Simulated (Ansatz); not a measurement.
**ZrF4: single points with varied inputs**

How do the results and run time of ZrF4 respond when the settings are drawn wide?

The runs use Ansatz 0.2.0, Gaussian basis; the settings change from run to run.

### Step 1. The molecule

An earlier PBE-D4/def2-SVP relaxation fixed the geometry. Zr takes a core potential in def2 sets; no spin-orbit term is included.

5 atoms, charge 0, spin multiplicity 1.

Atoms are counted from 1 here; the program's logs count them from 0.

Bond lengths: Zr1–F2 1.908 Å, Zr1–F3 1.908 Å, Zr1–F4 1.908 Å, Zr1–F5 1.908 Å. Angles: F2–Zr1–F3 109.5°, F2–Zr1–F4 109.5°, F2–Zr1–F5 109.5°, F3–Zr1–F4 109.5°, F3–Zr1–F5 109.5°, F4–Zr1–F5 109.5°.

Geometry (Å):

```xyz
5
F4Zr
Zr   -0.00001   -0.00001    0.00003
F     0.00945   -0.01557    1.90829
F     1.79599    0.00966   -0.64496
F    -0.90652    1.56104   -0.61892
F    -0.89891   -1.55512   -0.64442
```

### Step 2. SVWN5/def2-SVP

This run has the search for lower states set to off.

in.yaml reads:

```yaml
crystal:
  periodic: [false, false, false]
  atoms:
    - {symbol: Zr, position_ang: [-0.000007, -0.000006, 0.000025]}
    - {symbol: F, position_ang: [0.009446, -0.015571, 1.908285]}
    - {symbol: F, position_ang: [1.795993, 0.009661, -0.644961]}
    - {symbol: F, position_ang: [-0.906521, 1.561038, -0.618920]}
    - {symbol: F, position_ang: [-0.898911, -1.555123, -0.644419]}
basis:
  gaussian: {orbitals: def2-SVP}
hamiltonian: {xc: {name: SVWN5}}
scf: {lower_state_search: off}
```

Started as:

```
$ ansatz run in.yaml --threads 4 --pin off --events-out ev --progress --plain --max-ram 3916MiB
```

The log of the run:

```text
Functional definition: SVWN5
  name "SVWN5"
  cite "Dirac, Proc. Camb. Phil. Soc. 26, 376 (1930) doi:10.1017/S0305004100016108"
  cite "Slater, Phys. Rev. 81, 385 (1951) doi:10.1103/PhysRev.81.385"
  cite "Vosko, Wilk & Nusair, Can. J. Phys. 58, 1200 (1980) doi:10.1139/p80-159"
  exchange = slater_x
  correlation = vwn5_c
these checks for a lower state are left out or cut short: stability, starts, cluster_reference, orbital_swaps, neighbouring_geometries, increment
870 factors; their error is unknown
mean field evaluation 1: about -12071.0583 eV, gradient 6.4e1 eV
mean field evaluation 2: about -11997.3284 eV, gradient 2.2e2 eV
mean field evaluation 4: about -12077.3872 eV, gradient 6.0e0 eV
mean field evaluation 8: about -12077.4676 eV, gradient 7.2e-2 eV
mean field evaluation 16: about -12077.4280 eV, gradient 5.9e-7 eV
mean field -12077.42801714 eV, -443.8372932553 hartree, gradient 5.9e-7 eV, S^2 0.000000; 0 other end points of the search recorded, 0 dependent functions left out
reference -12077.42808709 eV, -443.8372958259 hartree; 24, 24 occupied and 63, 63 virtual orbitals, 870 factors
Total energy: -12077.42808709 eV, -443.8372958259 hartree
Checks for a lower state left out: stability, starts, cluster_reference, orbital_swaps, neighbouring_geometries, increment
```

Run time: 0.35 s. Hardware: 4 threads of Arm Neoverse V1, shared host.

### Step 3. r2SCAN/def2-SVP

Set apart from the defaults: D4 dispersion.

Edit in.yaml of step 2 so:

```diff
@@ -10,3 +10,2 @@
   gaussian: {orbitals: def2-SVP}
-hamiltonian: {xc: {name: SVWN5}}
-scf: {lower_state_search: off}
+hamiltonian: {xc: {name: r2SCAN}, dispersion: d4}
```

The command is unchanged.

The log of the run:

```text
Functional definition: r2SCAN
  name "r2SCAN"
  cite "Furness, Kaplan, Ning, Perdew & Sun, J. Phys. Chem. Lett. 11, 8208 (2020) doi:10.1021/acs.jpclett.0c02405"
  cite "Furness, Kaplan, Ning, Perdew & Sun, J. Phys. Chem. Lett. 11, 9248 (2020) doi:10.1021/acs.jpclett.0c03077"
  parent r2scan
  parameter k0 = 0.174
  parameter k1 = 0.065
  parameter a1 = 4.9479
  exchange = r2scan_x(k0 = k0, k1 = k1, a1 = a1)
  correlation = r2scan_c
870 factors; their error is unknown
mean field evaluation 1: about -12137.5917 eV, gradient 6.8e1 eV
mean field evaluation 2: about -12070.4728 eV, gradient 2.1e2 eV
mean field evaluation 4: about -12144.9048 eV, gradient 4.7e0 eV
mean field evaluation 8: about -12144.9249 eV, gradient 5.2e-2 eV
mean field -12144.92492899 eV, -446.3177590147 hartree, gradient 8.6e-5 eV, S^2 0.000000; 0 other end points of the search recorded, 0 dependent functions left out
reference -12144.92495978 eV, -446.3177601460 hartree; 24, 24 occupied and 63, 63 virtual orbitals, 870 factors
Total energy: -12144.94469830 eV, -446.3184855235 hartree
```

It took 1.5 s on 4 threads of Arm Neoverse V1, shared host.

### Step 4. HF/def2-SVPD

Set apart from the defaults: atoms shaken by 0.15 Å, the search for lower states set to off.

in.yaml reads:

```yaml
crystal:
  periodic: [false, false, false]
  atoms:
    - {symbol: Zr, position_ang: [-0.087985, -0.051253, 0.145970]}
    - {symbol: F, position_ang: [-0.088631, 0.012587, 1.790742]}
    - {symbol: F, position_ang: [2.172876, -0.042728, -0.718665]}
    - {symbol: F, position_ang: [-0.819887, 1.460019, -0.433458]}
    - {symbol: F, position_ang: [-0.775970, -1.547146, -0.431795]}
basis:
  gaussian: {orbitals: def2-SVPD}
hamiltonian: {xc: {name: HF}}
scf: {lower_state_search: off}
output: {forces: true}
```

Launched as before.

The log of the run (excerpt; [...] marks lines left out):

```text
Functional definition: HF
  name "HF"
  cite "Fock, Z. Phys. 61, 126 (1930) doi:10.1007/BF01340294"
  parent pbe
[...]
1203 factors; integrals over basis functions are off by at most 3.5e-4 eV
[...]
mean field -12086.87662935 eV, -444.1845233494 hartree, gradient 1.1e-6 eV, S^2 0.000000; 0 other end points of the search recorded, 0 dependent functions left out
[...]
reference -12086.87662935 eV, -444.1845233494 hartree; 24, 24 occupied and 102, 102 virtual orbitals, 1203 factors
Total energy: -12086.87662935 eV, -444.1845233494 hartree
Atom 0 at    -0.087985    -0.051253     0.145970 Å, force     9.801886     1.240806   -11.436506 eV/Å
Atom 1 at    -0.088631     0.012587     1.790742 Å, force    -0.224272     0.363613    13.746797 eV/Å
Atom 2 at     2.172876    -0.042728    -0.718665 Å, force    -3.747030    -0.025487     1.555936 eV/Å
Atom 3 at    -0.819887     1.460019    -0.433458 Å, force    -2.606772     4.366152    -1.712321 eV/Å
Atom 4 at    -0.775970    -1.547146    -0.431795 Å, force    -3.223812    -5.945084    -2.153905 eV/Å
Dipole moment:    -0.922885    -0.066310     0.508427 e Å
Checks for a lower state left out: stability, starts, cluster_reference, orbital_swaps, neighbouring_geometries, increment
```

Wall time 0.85 s (4 threads of Arm Neoverse V1, shared host).

Largest force 15.113 eV/Å, dipole 5.07 D.

### Step 5. B2PLYP/def2-SVP

Options: multiplicity 3, a grid of angular degree 47.

in.yaml reads:

```yaml
crystal:
  periodic: [false, false, false]
  atoms:
    - {symbol: Zr, position_ang: [-0.000007, -0.000006, 0.000025]}
    - {symbol: F, position_ang: [0.009446, -0.015571, 1.908285]}
    - {symbol: F, position_ang: [1.795993, 0.009661, -0.644961]}
    - {symbol: F, position_ang: [-0.906521, 1.561038, -0.618920]}
    - {symbol: F, position_ang: [-0.898911, -1.555123, -0.644419]}
basis:
  gaussian: {orbitals: def2-SVP, final_grid: {core_spheres: 20, valence_spheres: 16, degree: 47}}
magnetization: {spin_polarized: true, initial_magnetization: 2}
hamiltonian: {xc: {name: B2PLYP}}
```

The command is unchanged.

The log of the run (excerpt; [...] marks lines left out):

```text
Functional definition: B2PLYP
  name "B2PLYP"
  cite "Grimme, J. Chem. Phys. 124, 034108 (2006) doi:10.1063/1.2148954"
  cite "Becke, Phys. Rev. A 38, 3098 (1988) doi:10.1103/PhysRevA.38.3098"
  cite "Lee, Yang & Parr, Phys. Rev. B 37, 785 (1988) doi:10.1103/PhysRevB.37.785"
[...]
834 factors; integrals over basis functions are off by at most 7.7e-4 eV
[...]
mean field -12119.80645977 eV, -445.3946722967 hartree, gradient 2.7e-6 eV, S^2 2.010385; 8 other end points of the search recorded, 0 dependent functions left out
4 core orbitals not correlated: weight in the atoms' cores, before any rotation towards them, 1.000 or more for the frozen orbitals, at most 0.000 for the correlated occupied ones
reference -12119.80664545 eV, -445.3946791202 hartree; 21, 19 occupied and 62, 64 virtual orbitals, 834 factors
second order -31.85317022 eV of doubles, -0.00000000 eV of singles
Total energy: -12128.40700141 eV, -445.7107363722 hartree
```

Run time: 35 s. Hardware: 4 threads of Arm Neoverse V1, shared host.

⟨S²⟩ 2.010.

### Step 6. The runs in one table

```
          level  charge  multiplicity  geometry  functions  energy (eV)    time
 SVWN5/def2-SVP       0             1   relaxed         87   -12077.428  0.35 s
r2SCAN/def2-SVP       0             1   relaxed         87   -12144.945   1.5 s
   HF/def2-SVPD       0             1    shaken        126   -12086.877  0.85 s
B2PLYP/def2-SVP       0             3   relaxed         87   -12128.407    35 s
```

### Step 7. What came out

| quantity | value |
| --- | --- |
| runs | 4 |
| quickest | SVWN5/def2-SVP, 0.35 s |
| slowest | B2PLYP/def2-SVP, 35 s |
| spread of total energies, same state and geometry | 67.5 eV |

What this shows: B2PLYP/def2-SVP took 99 times as long as SVWN5/def2-SVP. The jobs differ in tasks and options as well as level. Total energies at one charge and spin differ by 68 eV between levels, so only differences within one level mean anything.
